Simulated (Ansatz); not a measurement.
Working through a test of scalar relativity of AsP (charge +1)

Program: the Ansatz DFT code, driven from Python.

Notebook, run cell by cell (the value of a cell's last expression is shown):

```python
import ansatz as az
import numpy as np
```

```python
mol = (
    az.Crystal.molecule()
    .atom('As', [0.0, 0.0, 0.0])
    .atom('P', [0.0, 0.0, 2.34])
)
```

```python
setup = mol.calculation().functional('B3LYP').charge(1).spin('collinear', total=1).forces()
sets = {'none': 'cc-pVTZ', 'scalar': 'cc-pVTZ-DK'}
found = {kind: setup.basis(gaussian=basis).pseudopotentials(relativity=kind).run().report for kind, basis in sets.items()}
for kind, each in found.items():
    dipole = 4.803205 * np.linalg.norm(each['charge_distribution']['dipole_moment_e_ang'])
    print(f'{kind:7s} E = {each["free_energy_ev"]:.4f} eV  dipole {dipole:.3f} D  largest force component {np.abs(each["forces_ev_ang"]).max():.4f} eV/A')
print(f'relativity lowers the total energy by {found["none"]["free_energy_ev"] - found["scalar"]["free_energy_ev"]:.3f} eV')
```

    none    E = -70122.5506 eV  dipole 1.176 D  largest force component 3.2676 eV/A
    scalar  E = -70821.9089 eV  dipole 1.138 D  largest force component 3.2540 eV/A
    relativity lowers the total energy by 699.358 eV

Caveats:
- Total energies depend on the basis set; only differences at equal settings carry meaning.
- The geometry is a force-field or estimated start, not a minimum of this method. The basis set changes with the Hamiltonian (a set recontracted for scalar relativity), and most of the change in the total lies in the cores.
- The run takes the species as open-shell (spin multiplicity 2), which needn't be its ground state.
- The expectation value of S² is noticeably off S(S+1) in at least one run, so that state is spin-contaminated.
- An ion's dipole depends on the origin; the program takes it about the centre of nuclear charge.
- b3lyp holds the VWN-RPA fit, as in Gaussian; the form of ORCA and Turbomole is b3lyp5.
- The spin state was assumed, and another may lie lower.
- Wall time of the script: 22 s on 1 thread of Arm Neoverse V1, with other jobs on the host, peak memory 0.24 GiB.
